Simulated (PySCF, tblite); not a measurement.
# C3F5OP: geometry, infrared bands and NMR shifts

What infrared bands and NMR shifts should C3F5OP (`O=C=PC(F)(F)C(F)(F)F`) show?

Computed with tblite 0.8.0 and PySCF 2.14.0, with density-fitted response routines of our own, on a single molecule in the gas phase. Atoms count from 0, in the outputs and in this text.

## Step 1: The starting structure

10 atoms, charge 0, multiplicity 1; geometry from: force field or distance geometry start.

Bonds of the start (Å): O0–C1 1.22, C1–P2 1.62, P2–C3 1.86, C3–F4 1.41, C3–F5 1.38, C3–C6 1.52, C6–F7 1.39, C6–F8 1.39, C6–F9 1.39.

## Step 2: Geometry optimisation with GFN2-xTB

Job settings and geometry (Å):

```
{"job": {"kind": "relax", "xc": "GFN2-xTB", "basis": "xTB"}, "charge": 0, "multiplicity": 1}
O      3.122800    -0.616100     0.198200
C      2.240100     0.150900    -0.133400
P      1.064400     1.174700    -0.582100
C     -0.691600     0.812000    -0.078200
F     -0.906700     1.334200     1.209600
F     -1.626500     1.311400    -0.954200
C     -0.787700    -0.700500     0.052700
F     -0.493500    -1.321400    -1.154800
F      0.165900    -1.081900     0.991900
F     -2.078400    -1.058500     0.427700
```

Launch:

```
OMP_NUM_THREADS=1 python probes_run.py task.json out
```

The driver reads the jobs from task.json and runs them one after another.

**Question.** This job is followed by: GFN2-xTB harmonic vibrations, gas phase; GIAO PBE0/pcSseg-1 NMR shielding, non-relativistic, gas phase. Predict these results of the whole session: strongest single infrared mode (GFN2-xTB); zero-point energy (GFN2-xTB); 13C shifts against TMS (PBE0/pcSseg-1); 17O shifts against H2O (PBE0/pcSseg-1); 31P shifts against H3PO4 (PBE0/pcSseg-1); 19F shifts against CFCl3 (PBE0/pcSseg-1, means over atoms taken as alike).

As calculated:

```
                                                                 quantity                    value
                                strongest single infrared mode (GFN2-xTB)    2100 cm⁻¹, 932 km/mol
                                             zero-point energy (GFN2-xTB)            20.7 kcal/mol
                                   13C shifts against TMS (PBE0/pcSseg-1)  215.7, 133.5, 128.7 ppm
                                   17O shifts against H2O (PBE0/pcSseg-1)                475.1 ppm
                                 31P shifts against H3PO4 (PBE0/pcSseg-1)               -182.3 ppm
19F shifts against CFCl3 (PBE0/pcSseg-1, means over atoms taken as alike)        -97.6, -101.9 ppm
```

What this shows: Over 85 steps the energy fell by 1.122 eV; of the close pairs, C6–F9 changed most, 1.391 to 1.326 Å. All 24 modes are real, so the xTB geometry is a minimum. The strongest single mode, at 2100 cm⁻¹, moves mainly C1 and O0. GFN2-xTB is a fitted tight-binding method: band positions and strengths are rough. Its intensities can rank the bands wrongly. At PBE0/pcSseg-1: Shielding is most anisotropic at P2 (span 551 ppm, paramagnetic term -464 ppm).
